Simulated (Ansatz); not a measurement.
This script for the Ansatz DFT code, driven from Python starts 3 runs on TaN, space group P6/mmm. What input does the engine get in each?

Script `tan_xc.py`:
```python
"""Functional comparison for TaN (totals differ with the potentials too)."""

import warnings

import ansatz as az

warnings.simplefilter("ignore", az.DeckWarning)

xtal = (
    az.Lattice.from_parameters(5.191, 5.191, 2.908, alpha=90, beta=90, gamma=120)
    .space_group(191)
    .atom("Ta", (0.0, 0.0, 0.0))
    .atom("Ta", (1 / 3, 2 / 3, 0.5))
    .atom("N", (0.5, 0.0, 0.0))
)

calc = (
    xtal.calculation()
    .kpoints(6, 6, 9)
    .occupations("cold")
    .pseudopotentials("paw")
    .basis(16 * az.Ha)
    .stress()
)

rows = []
for value in ["lda", "blyp", "r2scan"]:
    summary = calc.functional(value).run(threads=1).report
    rows.append((value, summary["free_energy_ev"] / len(summary["lattice"]["sites"]), summary["n_iterations"], sum(summary["stress_gpa"][i][i] for i in range(3)) / 3, summary["n_kpoints"]))

print("  functional   F/atom (eV)    iterations       P (GPa)      k-points")
for row in rows:
    print(f"{str(row[0]):>12s}  {row[1]:12.5f}  {row[2]:12d}  {row[3]:12.3f}  {row[4]:12d}")
```

Run 1:
```yaml
crystal:
  lattice:
    a: 5.191
    b: 5.191
    c: 2.908
    alpha: 90.0
    beta: 90.0
    gamma: 120.0
  space_group: 191
  atoms:
    - { symbol: Ta, position: [0.0, 0.0, 0.0] }
    - { symbol: Ta, position: [0.3333333333333333, 0.6666666666666666, 0.5] }
    - { symbol: "N", position: [0.5, 0.0, 0.0] }
basis:
  ecutwfc: 435.382179935808
kpoints:
  mp_grid:
    grid: [6, 6, 9]
hamiltonian:
  xc: lda
  pseudopotentials:
    kind: paw
scf:
  occupations:
    method: cold
output:
  stress: true
```

Run 2, against run 1:
```diff
-  xc: lda
+  xc: blyp
```

Run 3, against run 1:
```diff
-  xc: lda
+  xc: r2scan
```

```console
$ python tan_xc.py
  functional   F/atom (eV)    iterations       P (GPa)      k-points
         lda   -5029.17021             7        -5.377            35
        blyp   -5171.40445             7        20.003            35
      r2scan   -5165.44139             7         4.833            35
```

What to keep in mind:
- The cutoff lies under the one recommended for these potentials in some of the runs.
- Spin is left out of this run.
- Under the recommended cutoff a pressure can be off by several GPa, even in sign.
- BLYP can be off by several per cent in the lattices of metals, and by several GPa in the pressure at a fixed cell.
- For a metal this k-point mesh is coarse: on a finer one energies can move by several to tens of meV an atom and pressures by half a GPa or more, differences at one mesh by less.
- Pressure is positive in compression.
- Spin-orbit coupling, which matters for elements this heavy, is left out.
- The starting cell is as deposited in a crystallographic database; the results hold for this polymorph, which needn't be the stable one.
- Total energies of different functionals can't be compared; pressures, moments and gaps at this one structure can.
- The script silences the warnings on its input, which a real study should read.
- Run time: 14 s on 1 thread of Arm Neoverse V2, with other jobs on the host, peak memory 0.54 GiB.
